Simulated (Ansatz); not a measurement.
**CH5NSSi: up Jacob's ladder to CCSD(T)**

How much do the methods differ for CH5NSSi? The plan is to run it at one geometry with functionals of several rungs and with coupled cluster, and see how far each lands from CCSD(T) at the basis-set limit for the atomisation energy.

Program: Ansatz 0.2.0, Gaussian basis. Level of theory: functionals in def2-TZVPP, the program's frozen cores in correlated methods. These are calculated values, not measurements.

Plan: LDA (SPW92), PBE-D4, revPBE-D4, BLYP-D4, r2SCAN-D4, B97M-V, PBE0-D4, B3LYP-D4, r2SCANh-D4, r2SCAN0-D4, HSE06-D4, BHLYP-D4, CAM-B3LYP-D4, LC-ωPBE, ωB97X-V, ωB97M-V, B2PLYP, PBE-QIDH; CCSD(T)/def2-SVP; CCSD(T)/def2-TZVPP; MP2/def2-QZVPP; extrapolation to the limit; RPA on PBE.

### 1 Structure used throughout

An earlier PBE0-D4 in a triple-zeta def2 set relaxation fixed the geometry.

SMILES `C=N[SiH2]S`, 9 atoms, charge 0, spin multiplicity 1.

Atoms are counted from 1 here; the program's logs count them from 0.

Bond lengths: C1–N2 1.258 Å, C1–H5 1.102 Å, C1–H6 1.096 Å, N2–Si3 1.739 Å, Si3–S4 2.128 Å, Si3–H7 1.481 Å, Si3–H8 1.491 Å, S4–H9 1.344 Å. Angles: N2–C1–H5 124.3°, N2–C1–H6 120.3°, H5–C1–H6 115.4°, C1–N2–Si3 124.2°, N2–Si3–S4 110.0°, N2–Si3–H7 106.5°, N2–Si3–H8 113.3°, S4–Si3–H7 111.5°, S4–Si3–H8 104.6°, H7–Si3–H8 110.9°, Si3–S4–H9 94.1°.

Coordinates:

```
C    -0.0171    1.3566   -1.1810
N     0.1160    0.9051   -0.0146
Si    0.3878   -0.7711    0.3606
S    -1.2561   -1.5452    1.4683
H     0.0276    0.7408   -2.0935
H    -0.1914    2.4267   -1.3429
H     1.6451   -0.8298    1.1418
H     0.4701   -1.6399   -0.8480
H    -1.0934   -0.6896    2.4923
```

### 2 LDA

This LDA is Slater exchange with PW92 correlation.

Contents of in.yaml:

```yaml
crystal:
  periodic: [false, false, false]
  atoms:
    - {symbol: C, position_ang: [-0.017068, 1.356615, -1.180996]}
    - {symbol: N, position_ang: [0.115986, 0.905134, -0.014576]}
    - {symbol: Si, position_ang: [0.387756, -0.771057, 0.360649]}
    - {symbol: S, position_ang: [-1.256099, -1.545187, 1.468269]}
    - {symbol: H, position_ang: [0.027600, 0.740834, -2.093547]}
    - {symbol: H, position_ang: [-0.191409, 2.426665, -1.342893]}
    - {symbol: H, position_ang: [1.645054, -0.829840, 1.141812]}
    - {symbol: H, position_ang: [0.470099, -1.639913, -0.848031]}
    - {symbol: H, position_ang: [-1.093418, -0.689649, 2.492313]}
basis:
  gaussian: {orbitals: def2-TZVPP}
hamiltonian: {xc: lda}
output: {orbitals: {seedname: orbitals}}
```

Command:

```console
ansatz run in.yaml --threads 2 --pin off --events-out ev --progress --plain --max-ram 4352MiB
```

After this run come: PBE-D4 (GGA); revPBE-D4 (GGA); BLYP-D4 (GGA); r2SCAN-D4 (meta-GGA); B97M-V (meta-GGA); B3LYP-D4 (hybrid); r2SCANh-D4 (hybrid); r2SCAN0-D4 (hybrid); HSE06-D4 (hybrid); BHLYP-D4 (hybrid); CAM-B3LYP-D4 (range-separated); LC-ωPBE (range-separated); ωB97X-V (range-separated); ωB97M-V (range-separated); B2PLYP (double hybrid); PBE-QIDH (double hybrid); CCSD(T) in def2-SVP; CCSD(T) in def2-TZVPP; MP2 in def2-QZVPP; RPA on PBE orbitals.

Q: Predict the results of all the runs planned. Wanted: atomisation energy, CCSD(T)/CBS; farthest beyond LDA; mean size of error, GGA; mean size of error, meta-GGA; mean size of error, hybrid; mean size of error, range-separated; mean size of error, double hybrid; gap, smallest and largest; T1 diagnostic.

As calculated:

```
                               quantity                                                                     value
        atomisation energy, CCSD(T)/CBS                                                             3103.5 kJ/mol
 functionals within 15.5 kJ/mol (0.5 %)  revPBE-D4, BLYP-D4, r2SCAN-D4, PBE0-D4, B3LYP-D4, HSE06-D4, CAM-B3LYP-D4
                    farthest beyond LDA                                                   BHLYP-D4 (-85.7 kJ/mol)
                mean size of error, GGA                                                               26.0 kJ/mol
           mean size of error, meta-GGA                                                               11.2 kJ/mol
             mean size of error, hybrid                                                               30.9 kJ/mol
    mean size of error, range-separated                                                               22.1 kJ/mol
      mean size of error, double hybrid                                                               37.4 kJ/mol
              gap, smallest and largest                                 3.52 eV (LDA (SPW92)), 11.32 eV (LC-ωPBE)
                          T1 diagnostic                                                                    0.0126
triples share of the correlation energy                                                                     4.3 %
```

In words: LDA overbinds by 433.4 kJ/mol (14 %). PBE-D4 misses by +54.5 kJ/mol. Double hybrids carry the basis error of their MP2 part in triple zeta, and no dispersion term here, so their miss is partly the set-up's. By mean error the best rung here is meta-GGA (11.2 kJ/mol) and the worst beyond LDA is double hybrid (37.4 kJ/mol). The reference freezes the cores and leaves out relativity and excitations past (T), so misses under about 15.5 kJ/mol can't be ranked. Hartree-Fock recovers 70 % of the binding; the rest is correlation. CCSD(T) in def2-SVP is off by -230.4 kJ/mol, which most functionals beat. The gap grows from 3.5 to 11.3 eV across the functionals, mostly with the share of exact exchange.
